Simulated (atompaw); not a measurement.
# Cr: generating and testing a PAW (atompaw) potential

Task: generate the file, and judge it by its logarithmic derivatives, its ghosts and its cutoff.

The numbers are computed with atompaw 4.2.0.5 (PBEsol, scalar-relativistic, spin-unpolarised reference atom).

## 1. The design

Typed settings, in words:

* element: chromium (Cr, Z = 24)
* type: PAW
* frozen core: [Ne]
* valence charge: 14
* reference configuration: 3s2 3p6 3d5 4s0 4p1
* partial waves: 3s (bound): rc 1.10 bohr; 4s (bound, empty): rc 1.30 bohr; 3p (bound): rc 1.50 bohr; 4p (bound): rc 1.60 bohr; 3d (bound): rc 1.05 bohr; 3d channel at 1.6 Ry: rc 1.60 bohr
* local potential: troulliermartins scheme with l = 3 at 0 Ry, radius 1.50 bohr
* core correction: smooth core density matched at 1.05 bohr
* augmentation charge: sinc compensation charge, radius 1.50 bohr; PAW radius 1.60 bohr; waves and projectors: custom polynom vanderbiltortho

The outer shells as boxes (Hund's rule for the drawing; the calculation is spin-unpolarised):

```
[Ne] core
3s [↑↓]
3p [↑↓][↑↓][↑↓]
3d [↑ ][↑ ][↑ ][↑ ][↑ ]
4s [  ]
4p [↑ ][  ][  ]
```

An earlier all-electron run gives the scale for the radii.

All-electron outer shells of the reference configuration (PBEsol, scalar-relativistic, ld1.x):

| shell | level (eV) | outermost node (bohr) | outermost maximum (bohr) |
| --- | --- | --- | --- |
| 2s | -667.61 | 0.09 | 0.24 |
| 2p | -561.57 | – | 0.20 |
| 3s | -75.17 | 0.36 | 0.78 |
| 3p | -46.75 | 0.33 | 0.80 |
| 4s | -4.95 | 1.12 | 2.71 |
| 3d | -4.28 | – | 0.84 |
| 4p | -1.73 | 1.24 | 3.80 |

## 2. Generation

Input file Cr.input:

```
Cr 24
GGA-PBESOL scalarrelativistic loggrid 1500 logderivrange -8 5 326
4 4 3 0 0 0
4 0 0
4 1 1
3 2 5
0 0 0
c
c
v
v
c
v
v
v
2
1.60 1.50 1.50 1.05
n
n
y
1.6
n
custom polynom vanderbiltortho sinc
3 0 troulliermartins
1.10
1.30
1.50
1.60
1.05
1.60
PWSCFOUT
UPFDX 0.0125d0 UPFXMIN -7.d0 UPFZMESH 24.d0
END
```

Command:

```bash
$ atompaw < Cr.input > Cr.log
```

**Question.** What will these runs give? Wanted: cutoffs for 10 and 1 mRy, occupied levels; bound ghosts; largest phase difference near zero energy, channels read; lowest eigenvalue of the overlap; share of valence orbitals outside the PAW sphere; UPF file.

**Answer**, as computed:

| quantity | value |
| --- | --- |
| cutoffs for 10 and 1 mRy, occupied levels | 90 Ry and 160 Ry |
| bound ghosts | none found |
| largest phase difference near zero energy, channels read | 0.001 rad |
| lowest eigenvalue of the overlap (Bessel basis) | 0.260 (s) |
| share of valence orbitals outside the PAW sphere | 3s 4 %, 4s 95 %, 3p 7 %, 4p 98 %, 3d 33 % |
| UPF file | written |

The potential is hard: the looser tolerance needs 90 Ry. The slowest occupied level is 3d: taken alone it needs 120 Ry to come within 1 mRy, against 50 Ry for 3p. It is free of bound ghosts as far as tested. Near zero energy the phases of the channels with partial waves agree within 0.001 rad. These are tests on the free atom; a crystal test is still owed.
